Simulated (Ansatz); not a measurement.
# CH4BrSi: the cost of one run

All numbers are computed with Ansatz 0.2.0 through its Python package. Level of theory: B3LYP+D4/def2-SVP.

**1. The system**

Bond lengths: C1–Si2 1.778 Å, Si2–Br3 2.210 Å, C1–H4 1.154 Å, C1–H5 1.096 Å, C1–H6 1.100 Å, Si2–H7 1.508 Å. Angles: C1–Si2–Br3 107.6°, C1–Si2–H7 111.5°, Br3–Si2–H7 109.3°, Si2–C1–H4 109.4°, Si2–C1–H5 115.1°, Si2–C1–H6 115.6°, H4–C1–H5 105.4°, H4–C1–H6 105.3°, H5–C1–H6 105.1°.

The script holds or builds the structure itself.

**2. The script**

The input, ch4brsi_relaxed_scan.py:

```python
import ansatz as az
import numpy as np

params = {
    'basis_set': 'def2-SVP',
    'xc': 'B3LYP',
    'dispersion': 'd4',
}

mol = (
    az.Crystal.molecule()
    .atom('C', [-0.6039, 0.3772, -0.318])
    .atom('Si', [1.0085, -0.3455, -0.1195])
    .atom('Br', [0.7372, -2.3632, 0.7414])
    .atom('H', [-0.4976, 1.4379, -0.7589])
    .atom('H', [-1.174, 0.503, 0.6096])
    .atom('H', [-1.2823, -0.1547, -1.002])
    .atom('H', [1.8735, 0.4773, 0.8018])
)

base = (
    mol.calculation()
    .basis(gaussian=params['basis_set'])
    .functional(params['xc'], dispersion=params['dispersion'])
    .spin('collinear', total=1)
)
symbols = [site.symbol for site in mol.cartesian_sites]
pairs = [(0, 1), (0, 3), (0, 4), (0, 5), (1, 2), (1, 6)]
print('held (A)   E (eV)        ', '  '.join(f'{symbols[i]}{i}-{symbols[j]}{j}' for i, j in pairs))
for length in [1.06, 1.15, 1.25, 1.38, 1.56]:
    r = base.relax(constraints=[az.DistanceConstraint((0, 3), at=length)], force_tolerance=0.02, max_steps=60).run().report
    xyz = np.array(r['positions_ang'])
    print(f'{length:6.2f} {r["free_energy_ev"]:14.5f}  ', '  '.join(f'{np.linalg.norm(xyz[i] - xyz[j]):.3f}' for i, j in pairs))
```

**3. The run**

Command:

```bash
$ python ch4brsi_relaxed_scan.py
```

What time and memory should one allow on 1 thread of Arm Neoverse V2, shared host?

About 2.9 min, with a peak of 0.31 GiB.
